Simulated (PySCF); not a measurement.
# C3H9NSi: the cost of one run

Computed with PySCF 2.14.0, with density-fitted response routines of our own, on a single molecule in the gas phase. Atoms are numbered from 0 throughout.

### Step 1. The starting structure

14 atoms, charge 0, multiplicity 1; geometry from: GFN2-xTB. The atoms were then displaced at random by about 0.01 Å, so the start is not that level's minimum.

Bonds of the start (Å): Si0–N1 1.72, N1–C2 1.44, C2–C3 1.47, C3–C4 1.49, C4–C2 1.48, Si0–H5 1.43, Si0–H6 1.47, Si0–H7 1.50, N1–H8 1.01, C2–H9 1.10, C3–H10 1.12, C3–H11 1.06, C4–H12 1.07, C4–H13 1.10.

### Step 2. Geometry optimisation at PBE0-D3(BJ)/def2-SVP

Job settings and geometry (Å):

```
{"job": {"xc": "PBE0", "basis": "def2-SVP", "d3": "d3bj", "grid": 1, "shake": 0.01, "kind": "geom"}, "charge": 0, "multiplicity": 1}
Si     1.898250     0.450960    -0.073560
N      0.828110    -0.176990     1.121840
C     -0.608850    -0.163620     1.103920
C     -1.341390    -0.918390     0.072130
C     -1.355640     0.573400     0.055440
H      3.208110     0.135120     0.403220
H      1.702500    -0.077550    -1.431070
H      1.673290     1.928740    -0.134290
H      1.182580    -0.943710     1.684550
H     -1.008380    -0.154200     2.127210
H     -2.287480    -1.430950     0.385100
H     -0.811430    -1.430190    -0.687910
H     -0.826860     1.078370    -0.728540
H     -2.259970     1.113950     0.374230
```

Launch:

```sh
OMP_NUM_THREADS=1 python probes_run.py task.json out
```

This one command runs all jobs of the session in turn.

**Question.** How long does this first job take on 1 thread of Intel Xeon 6975P-C, shared host, and how much memory does it need?

About 52 s, with a peak of 0.52 GiB.
